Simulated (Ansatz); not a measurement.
**CH₆NOSi radical: one species, many methods**

An exercise on one series of results from a longer session: the logs are not shown, and one member is left open.

The runs use Ansatz 0.2.0, Gaussian basis; functionals in def2-TZVPP, the program's frozen cores in correlated methods.

Levels to be run: LDA (SPW92), PBE-D4, revPBE-D4, BLYP-D4, r2SCAN-D4, B97M-V, PBE0-D4, B3LYP-D4, r2SCANh-D4, r2SCAN0-D4, HSE06-D4, BHLYP-D4, CAM-B3LYP-D4, LC-ωPBE, ωB97X-V, ωB97M-V, B2PLYP, PBE-QIDH; CCSD(T)/def2-SVP; CCSD(T)/def2-TZVPP; MP2/def2-QZVPP; extrapolation to the limit; RPA on PBE.

## Structure used throughout

The geometry comes from an earlier relaxation with PBE0-D4 in a triple-zeta def2 set; it is a stationary point, not always the lowest conformer.

SMILES `CO[SiH]N`, 10 atoms, charge 0, spin multiplicity 2.

Atoms are counted from 1 here; the program's logs count them from 0.

Bond lengths: C1–O2 1.408 Å, C1–H5 1.091 Å, C1–H6 1.096 Å, C1–H7 1.096 Å, O2–Si3 1.648 Å, Si3–N4 1.712 Å, Si3–H8 1.503 Å, N4–H9 1.007 Å, N4–H10 1.007 Å. Angles: O2–C1–H5 108.2°, O2–C1–H6 111.9°, O2–C1–H7 111.3°, H5–C1–H6 108.5°, H5–C1–H7 108.4°, H6–C1–H7 108.5°, C1–O2–Si3 123.8°, O2–Si3–N4 106.1°, O2–Si3–H8 112.4°, N4–Si3–H8 105.6°, Si3–N4–H9 119.7°, Si3–N4–H10 121.3°, H9–N4–H10 111.8°.

As a file:

```
C    -1.7285   -0.3080   -0.6351
O    -0.3975    0.1438   -0.5556
Si    0.6058   -0.1766    0.7121
N     2.1634    0.3412    0.2273
H    -2.0832   -0.1454   -1.6544
H    -1.8123   -1.3756   -0.4030
H    -2.3782    0.2482    0.0497
H     0.2683    0.6394    1.9284
H     2.8345    0.6221    0.9238
H     2.6106   -0.0402   -0.5904
```

Set-up of the first run:

in.yaml

```yaml
crystal:
  periodic: [false, false, false]
  atoms:
    - {symbol: C, position_ang: [-1.728473, -0.307999, -0.635055]}
    - {symbol: O, position_ang: [-0.397452, 0.143771, -0.555572]}
    - {symbol: Si, position_ang: [0.605788, -0.176560, 0.712084]}
    - {symbol: N, position_ang: [2.163434, 0.341204, 0.227318]}
    - {symbol: H, position_ang: [-2.083210, -0.145421, -1.654391]}
    - {symbol: H, position_ang: [-1.812269, -1.375575, -0.403046]}
    - {symbol: H, position_ang: [-2.378196, 0.248232, 0.049744]}
    - {symbol: H, position_ang: [0.268290, 0.639382, 1.928439]}
    - {symbol: H, position_ang: [2.834478, 0.622074, 0.923827]}
    - {symbol: H, position_ang: [2.610611, -0.040208, -0.590447]}
basis:
  gaussian: {orbitals: def2-TZVPP}
magnetization: {spin_polarized: true, initial_magnetization: 1}
hamiltonian: {xc: lda}
output: {orbitals: {seedname: orbitals}}
```

Run with:

```
$ ansatz run in.yaml --threads 2 --pin off --events-out ev --progress --plain --max-ram 32768MiB --backend cpu
```

Among the steps run: LDA; PBE-D4 (GGA); revPBE-D4 (GGA); BLYP-D4 (GGA); r2SCAN-D4 (meta-GGA); B97M-V (meta-GGA); B3LYP-D4 (hybrid); r2SCANh-D4 (hybrid); r2SCAN0-D4 (hybrid); HSE06-D4 (hybrid); BHLYP-D4 (hybrid); CAM-B3LYP-D4 (range-separated); LC-ωPBE (range-separated); ωB97X-V (range-separated); ωB97M-V (range-separated); B2PLYP (double hybrid); PBE-QIDH (double hybrid).

One table of the session follows, with a row left open; its other results are not shown here.

It belongs to the step «Orbital energies across the functionals». 

| functional | HOMO (eV) | LUMO (eV) | gap (eV) |
| --- | --- | --- | --- |
| LDA (SPW92) | -3.94 | -2.80 | 1.14 |
| PBE-D4 | -3.97 | -2.38 | 1.59 |
| revPBE-D4 | -3.95 | -2.24 | 1.71 |
| BLYP-D4 | ? | ? | ? |
| r2SCAN-D4 | -4.31 | -1.90 | 2.41 |
| B97M-V | -4.05 | -2.55 | 1.50 |
| PBE0-D4 | -5.17 | -1.46 | 3.71 |
| B3LYP-D4 | -4.90 | -1.88 | 3.02 |
| r2SCANh-D4 | -4.76 | -1.60 | 3.16 |
| r2SCAN0-D4 | -5.42 | -1.16 | 4.27 |
| HSE06-D4 | -4.77 | -1.84 | 2.93 |
| BHLYP-D4 | -6.22 | -0.70 | 5.52 |
| CAM-B3LYP-D4 | -6.42 | -0.61 | 5.82 |
| LC-ωPBE | -7.83 | 0.84 | 8.68 |
| ωB97X-V | -7.34 | 0.26 | 7.60 |
| ωB97M-V | -6.96 | 0.08 | 7.04 |

Q: Estimate the row for BLYP-D4 from the others.

Worked estimate for «HOMO (eV)». Against the share of exact exchange, B3LYP-D4 (0.2, -4.90), BHLYP-D4 (0.5, -6.22) give a slope of -4.40 per unit share; at 0 the line stands at -4.02.

**Answer.** HOMO (eV): -3.79; LUMO (eV): -2.43; gap (eV): 1.36. In «HOMO (eV)» the line misses by -0.23.
